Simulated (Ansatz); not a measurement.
# Mg2BeS3: the cost of one run

Computed with Ansatz 0.2.0 (DFT PBE, scalar-relativistic, plane waves, PAW, unless a step's input says otherwise).

### Step 1. The structure to begin with

The structure is orthorhombic, space group Pmm2 (No. 25). The conventional cell has a = 3.526 Å, b = 4.392 Å, c = 7.626 Å, α = 90.00°, β = 90.00°, γ = 90.00°. Mg (site symmetry mm2) has 2 Be at 2.87 Å and 8 S at 3.05 to 3.17 Å in its first shell of neighbours. Mg (site symmetry mm2) has 8 S at 2.91 to 3.21 Å and 4 Be at 3.07 Å in its first shell of neighbours. Be (site symmetry mm2) has 3 S at 2.44 to 2.45 Å in its first shell of neighbours. S (site symmetry mm2) is surrounded by 3 S at 2.63 to 2.64 Å and 6 Mg at 3.17 to 3.21 Å. S (site symmetry mm2) has 2 Be at 2.45 Å and 6 Mg at 2.91 to 3.05 Å in its first shell of neighbours. Around S (site symmetry mm2) lie 1 Be at 2.44 Å and 4 Mg at 3.07 Å.

Structure file:

```cif
data_structure
_symmetry_space_group_name_H-M 'Pmm2'
_symmetry_Int_Tables_number 25
_cell_length_a 3.5265
_cell_length_b 4.3924
_cell_length_c 7.6263
_cell_angle_alpha 90.000
_cell_angle_beta 90.000
_cell_angle_gamma 90.000
_cell_volume 118.13
loop_
_atom_site_label
_atom_site_type_symbol
_atom_site_symmetry_multiplicity
_atom_site_Wyckoff_symbol
_atom_site_fract_x
_atom_site_fract_y
_atom_site_fract_z
_atom_site_occupancy
Mg1 Mg 1 b 0.00000 0.50000 0.02825 1
Mg2 Mg 1 a 0.00000 0.00000 0.48492 1
Be1 Be 1 d 0.50000 0.50000 0.32491 1
S1 S 1 c 0.50000 0.00000 0.83616 1
S2 S 1 c 0.50000 0.00000 0.18152 1
S3 S 1 d 0.50000 0.50000 0.64423 1
```

The cell is invented: species swapped into a database cell of Nd2In3Ni (Pmm2, No. 25), with Mg on the Nd sites, S on the In sites and Be on the Ni sites. Its size is a rough estimate.

### Step 2. The guess as it stands, on a coarse mesh

Input file input.yaml:

```yaml
crystal:
  lattice:
    - [3.52648763, 0.0, 0.0]
    - [0.0, 4.39236988, 0.0]
    - [0.0, 0.0, 7.62629927]
  atoms:
    - { symbol: Mg, position: [0.0, 0.5, 0.028252] }
    - { symbol: Mg, position: [0.0, 0.0, 0.48492101] }
    - { symbol: Be, position: [0.5, 0.5, 0.32491499] }
    - { symbol: S, position: [0.5, 0.0, 0.83616] }
    - { symbol: S, position: [0.5, 0.0, 0.18152399] }
    - { symbol: S, position: [0.5, 0.5, 0.64422798] }
basis:
  ecutwfc: 420
kpoints:
  mp_grid: { grid: [6, 4, 2] }
hamiltonian:
  xc: pbe
scf:
  occupations: { method: gaussian, width: 0.1 }
  lower_state_search: "off"
output:
  forces: true
  stress: true
  eigenvalues: true
```

The run is started by

```bash
$ ansatz run input.yaml --threads 1 --pin off --max-ram 2560MiB --backend cpu --events-out ev --progress --plain --runs-dir out
```

Q: Estimate wall time and peak memory on 1 thread of Arm Neoverse V1, shared host.

About 6.4 s, with a peak of 0.32 GiB.
